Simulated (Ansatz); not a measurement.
# CH7BSi2 (SMILES CB1[SiH2][SiH2]1): HSE06/6-31G(d) (spherical functions)

What is the energy change on altering one bond length of CH7BSi2 at HSE06/6-31G* (spherical functions)? 

The results are computed with Ansatz 0.2.0.

75 further runs of the same task are left out: 75 set aside as unsound or not needed.

### 1 The system as given

CH7BSi2 has 11 atoms, charge 0, and is taken as a singlet. As SMILES, `CB1[SiH2][SiH2]1`. The shape is that of a PBE0-D4/def2-TZVP optimisation.

Bond lengths: C1–B2 1.566 Å, B2–Si3 1.907 Å, B2–Si4 1.907 Å, C1–H5 1.092 Å, C1–H6 1.099 Å, C1–H7 1.092 Å, Si3–H8 1.482 Å, Si3–H9 1.489 Å, Si4–H10 1.489 Å, Si4–H11 1.482 Å. Some angles: C1–B2–Si3 130.2°, C1–B2–Si4 130.2°, Si3–B2–Si4 83.2°, B2–C1–H5 114.1°, B2–C1–H6 106.3°, B2–C1–H7 114.1°, B2–Si3–H8 124.3°, B2–Si3–H9 125.0°, B2–Si4–H10 124.9°, B2–Si4–H11 124.3°. A long bond or contact: Si3–Si4 2.531 Å.

### 2 The energy at HSE06/6-31G(d) (spherical functions)

input.yaml reads:

```yaml
crystal:
  periodic: [false, false, false]
  atoms:
    - {symbol: C, position_ang: [-0.263900, 1.793500, 0.099500]}
    - {symbol: B, position_ang: [-0.450600, 0.243000, -0.016600]}
    - {symbol: Si, position_ang: [0.018800, -1.148600, 1.199400]}
    - {symbol: Si, position_ang: [0.210300, -0.982900, -1.318800]}
    - {symbol: H, position_ang: [0.165600, 2.121800, 1.048800]}
    - {symbol: H, position_ang: [-1.271300, 2.229100, 0.051100]}
    - {symbol: H, position_ang: [0.301000, 2.238000, -0.723000]}
    - {symbol: H, position_ang: [-0.479200, -2.541300, 1.107000]}
    - {symbol: H, position_ang: [0.876900, -0.975400, 2.403900]}
    - {symbol: H, position_ang: [1.239000, -0.662800, -2.346600]}
    - {symbol: H, position_ang: [-0.281200, -2.371200, -1.484200]}
basis:
  gaussian:
    orbitals: 6-31G_st_-spherical.json
hamiltonian:
  xc: {name: HSE06}
accuracy: high
output: {orbitals: {seedname: orbitals}}
```

The basis set 6-31G* is read from a file made from the Basis Set Exchange's data (not shown).

The run is started by

```bash
$ ansatz run input.yaml --threads 1 --pin off --max-ram 3480MiB --events-out events.jsonl --progress --plain --runs-dir runs
```

What it wrote:

```text
Warning: RAYON_NUM_THREADS=1 ignored (pool sized by the plan → 1); use --threads N
Functional definition: HSE06
  name "HSE06"
  parameter a = 0.25
  parameter omega = 0.11/bohr
  exchange = pbe_x - a*pbe_x_sr(omega) + a*exact_x_sr(omega)
  correlation = pbe_c
1867 factors; integrals over basis functions are off by at most 3.4e-9 eV
123 factors; integrals over basis functions are off by at most 1.2e-9 eV
mean field evaluation 1: about -17564.6838 eV, gradient 4.3e1 eV
mean field evaluation 2: about -17558.0906 eV, gradient 6.0e1 eV
mean field evaluation 4: about -17569.8114 eV, gradient 4.0e0 eV
mean field evaluation 8: about -17570.0875 eV, gradient 2.2e-1 eV
mean field evaluation 16: about -17570.0878 eV, gradient 1.3e-4 eV
mean field -17570.08776651 eV, -645.6888159861 hartree, gradient 2.3e-8 eV, S^2 0.000000; 0 other end points of the search recorded, 0 dependent functions left out
reference -17570.08777036 eV, -645.6888161275 hartree; 23, 23 occupied and 55, 55 virtual orbitals, 1867 factors
Total energy: -17570.08777036 eV, -645.6888161275 hartree
```

Wall time 9.9 s (1 thread of Arm Neoverse V1, shared host); peak memory 0.28 GiB.

### 3 The distorted shape

job.yaml reads:

```yaml
crystal:
  periodic: [false, false, false]
  atoms:
    - {symbol: C, position_ang: [-0.950368, 1.654942, -0.864084]}
    - {symbol: B, position_ang: [-1.137068, 0.104442, -0.980184]}
    - {symbol: Si, position_ang: [-0.667668, -1.287158, 0.235816]}
    - {symbol: Si, position_ang: [-0.476168, -1.121458, -2.282384]}
    - {symbol: H, position_ang: [-0.520868, 1.983242, 0.085216]}
    - {symbol: H, position_ang: [-1.957768, 2.090542, -0.912484]}
    - {symbol: H, position_ang: [-0.385468, 2.099442, -1.686584]}
    - {symbol: H, position_ang: [-1.165668, -2.679858, 0.143416]}
    - {symbol: H, position_ang: [0.876900, -0.975400, 2.403900]}
    - {symbol: H, position_ang: [0.552532, -0.801358, -3.310184]}
    - {symbol: H, position_ang: [-0.967668, -2.509758, -2.447784]}
basis:
  gaussian: {orbitals: 6-31G_st_-spherical.json}
hamiltonian: {xc: hse06}
accuracy: high
output: {orbitals: {seedname: orbitals}}
```

The basis set 6-31G* is read from a file made from the Basis Set Exchange's data (not shown).

The run is started by

```bash
$ ansatz run job.yaml --threads 1 --pin off --max-ram 3480MiB --events-out events.jsonl --progress --plain --runs-dir runs
```

What it wrote:

```text
Warning: RAYON_NUM_THREADS=1 ignored (pool sized by the plan → 1); use --threads N
[... 6 set-up lines as earlier in the session ...]
1869 factors; integrals over basis functions are off by at most 3.5e-9 eV
126 factors; integrals over basis functions are off by at most 1.7e-9 eV
mean field evaluation 1: about -17561.2595 eV, gradient 4.4e1 eV
mean field evaluation 2: about -17545.4125 eV, gradient 7.4e1 eV
mean field evaluation 4: about -17566.1305 eV, gradient 1.0e1 eV
mean field evaluation 8: about -17566.7714 eV, gradient 4.1e-1 eV
mean field evaluation 16: about -17566.9809 eV, gradient 3.2e-4 eV
mean field -17566.98086745 eV, -645.5746395516 hartree, gradient 2.8e-8 eV, S^2 0.000000; 0 other end points of the search recorded, 0 dependent functions left out
reference -17566.98087134 eV, -645.5746396945 hartree; 23, 23 occupied and 55, 55 virtual orbitals, 1869 factors
Total energy: -17566.98087134 eV, -645.5746396945 hartree
```

Run time: 9.9 s. Hardware: 1 thread of Arm Neoverse V1, shared host; peak memory 0.28 GiB.

### 4 Summary of results

Level: HSE06/6-31G* (spherical functions).

```
                                                          quantity          value
                                         first shape: total energy  -645.68882 Eh
                                          first shape: HOMO energy       -6.04 eV
                                          first shape: LUMO energy       -1.73 eV
                                        first shape: HOMO–LUMO gap        4.31 eV
                                     distorted shape: total energy  -645.57464 Eh
                                      distorted shape: HOMO energy       -6.23 eV
                                      distorted shape: LUMO energy       -3.30 eV
                                    distorted shape: HOMO–LUMO gap        2.93 eV
energy change with the Si3–H9 bond stretched from 1.489 to 2.680 Å       3.107 eV
```

What this shows: One bond (distorted shape) is far stretched, which a spin-restricted single reference describes badly; a broken-symmetry solution may lie lower. With the Si3–H9 bond stretched from 1.489 to 2.680 Å the energy rises by 3.11 eV (300 kJ/mol). The first shape isn't relaxed at this level, so the change isn't measured from a minimum. A restricted reference can't describe the breaking bond well at this length.
